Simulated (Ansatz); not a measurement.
# BeS4: the cost of one run

Method: DFT PBE, scalar-relativistic, plane waves, PAW, in Ansatz 0.2.0.

## Step 1: The structure to begin with

It takes space group Cmmm (No. 65, orthorhombic). The conventional cell has a = 7.309 Å, b = 7.675 Å, c = 3.282 Å, α = 90.00°, β = 90.00°, γ = 90.00°. Around Be (site symmetry mmm) lie 6 S at 2.08 to 2.19 Å. S (site symmetry m2m) is surrounded by 2 Be at 2.19 Å. S (site symmetry 2mm) has 1 Be at 2.08 Å as nearest neighbours.

Coordinates:

```
Be S
1.0
     3.65452   -3.83750    0.00000
     3.65452    3.83750    0.00000
     0.00000    0.00000    3.28165
Be S
1 4
Direct
  0.00000 0.00000 0.00000
  0.81060 0.18940 0.50000
  0.18940 0.81060 0.50000
  0.28520 0.28520 0.00000
  0.71480 0.71480 0.00000
```

Recipe of the guess: species swapped into a database cell of OsCl4 (Cmmm, No. 65), with Be on the Os sites and S on the Cl sites. Lengths come from tabulated atomic sizes and are only a guess.

## Step 2: The guess as it stands, on a coarse mesh

Input file input.yaml:

```yaml
crystal:
  lattice:
    - [3.65452389, -3.83750373, 0.0]
    - [3.65452389, 3.83750373, 0.0]
    - [0.0, 0.0, 3.2816509]
  atoms:
    - { symbol: Be, position: [0.0, 0.0, 0.0] }
    - { symbol: S, position: [0.81059999, 0.18940001, 0.5] }
    - { symbol: S, position: [0.18940001, 0.81059999, 0.5] }
    - { symbol: S, position: [0.2852, 0.2852, 0.0] }
    - { symbol: S, position: [0.7148, 0.7148, 0.0] }
basis:
  ecutwfc: 420
kpoints:
  mp_grid: { grid: [4, 4, 6] }
hamiltonian:
  xc: pbe
scf:
  occupations: { method: gaussian, width: 0.1 }
  lower_state_search: "off"
output:
  forces: true
  stress: true
  eigenvalues: true
```

Started as:

```console
$ ansatz run input.yaml --threads 1 --pin off --max-ram 2560MiB --backend cpu --events-out ev --progress --plain --runs-dir out
```

What time and memory should one allow on 1 thread of Intel Xeon Platinum 8488C (Sapphire Rapids), shared host?

About 2.7 s, with a peak of 0.4 GiB.
